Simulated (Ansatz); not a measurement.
# CH4MgSe: the cost of one run

All numbers below are computed with Ansatz 0.2.0 (RKS PBE0/def2-SVP).

### Step 1. The system as given

Bond lengths: C1–Mg2 2.091 Å, Mg2–Se3 2.458 Å, C1–H4 1.087 Å, C1–H5 1.092 Å, C1–H6 1.089 Å, Se3–H7 1.430 Å. Angles: C1–Mg2–Se3 134.9°, Mg2–C1–H4 114.8°, Mg2–C1–H5 104.5°, Mg2–C1–H6 112.1°, H4–C1–H5 108.4°, H4–C1–H6 108.4°, H5–C1–H6 108.3°, Mg2–Se3–H7 100.9°.

Coordinates:

```xyz
7

C    -1.1626    0.8669   -0.1150
Mg    0.3490   -0.3829    0.6110
Se    2.2370   -1.5896   -0.3984
H    -1.3037    1.7867    0.4468
H    -0.8415    1.1259   -1.1266
H    -2.1213    0.3554   -0.1815
H     2.8431   -2.1624    0.7637
```

### Step 2. End point A

File input.yaml:

```yaml
crystal:
  periodic: [false, false, false]
  atoms:
    - { symbol: C, position_ang: [-1.1626, 0.86695, -0.11501] }
    - { symbol: Mg, position_ang: [0.34898, -0.38292, 0.61097] }
    - { symbol: Se, position_ang: [2.237, -1.58962, -0.39837] }
    - { symbol: H, position_ang: [-1.30367, 1.78672, 0.44678] }
    - { symbol: H, position_ang: [-0.84151, 1.12589, -1.1266] }
    - { symbol: H, position_ang: [-2.12134, 0.35541, -0.18152] }
    - { symbol: H, position_ang: [2.84314, -2.16242, 0.76374] }
basis:
  gaussian: { orbitals: def2-SVP }
hamiltonian:
  xc: pbe0
relax:
  f_tol: 0.015
  max_steps: 40
```

The run is started by

```console
$ ansatz run input.yaml --threads 1 --pin off --max-ram 2048MiB --backend cpu --events-out ev --progress --plain --runs-dir out
```

Q: Estimate wall time and peak memory on 1 thread of Arm Neoverse V1, shared host.

About 32 s, with a peak of 0.17 GiB.
